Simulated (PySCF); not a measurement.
**BTe+: bond curves at several levels of theory**

The task here is to estimate one member of a computed series from the others.

The runs use PySCF 2.14.0; B def2-SVPD, Te def2-SVPD with ECP28, scalar-relativistic core potentials.

Set-up of the first run:

Settings of the job:

```yaml
atoms: B, Te
charge: 1
basis: B def2-SVPD, Te def2-SVPD with ECP28
Hamiltonian: scalar-relativistic core potentials
basis_functions: 55
electrons_treated: 28
masses_in_u: 11.0093, 129.9062
levels: PBE0, PBE, r²SCAN, BHandHLYP, r²SCAN0, LDA, LC-ωPBE, HF, MP2, SCS-MP2, CCSD, CCSD(T)
grid: 80 radial by 434 angular points
occupations: held fixed by the projection of orbital angular momentum
dissociation_limit: B+ + Te, each in its ground configuration
starting_distance_in_angstrom: 2.235
values_of_2S_to_try: 0, 2
```

Started as:

```
> OMP_NUM_THREADS=1 python dia.py task.json out
```

Steps of the session up to this table: Set-up; First curve: PBE0; Other states along the same grid; PBE; r²SCAN; BHandHLYP (global hybrid GGA); r²SCAN0; LDA (local density); LC-ωPBE (range-separated hybrid); UHF (mean field); Correlated methods on the Hartree–Fock reference.

One of the session's tables, all rows but one given; the rest of the session is left out.

Differences from CCSD(T) in the same basis:

```
      level  Re (mÅ)  ωe (%)
        UHF      -17    -0.1
    UHF-MP2      -31   +12.8
UHF-SCS-MP2      -17    +7.7
   UHF-CCSD       -7    -0.5
        LDA        ?       ?
        PBE       -9    +2.2
     r²SCAN      -22    +5.9
       PBE0      -27    +5.7
    r²SCAN0      -32    +7.3
  BHandHLYP      -24    +3.4
    LC-ωPBE      -54   +10.3
```

Q: Estimate the row for LDA from the others.

As computed: Re (mÅ): -30; ωe (%): +6.2. In the column «Re (mÅ)» it lies between UHF-MP2 (-31) and PBE0 (-27).

Caveats from the session: At some levels the lowest empty orbital lies below the highest filled one (the two can be of opposite spin).
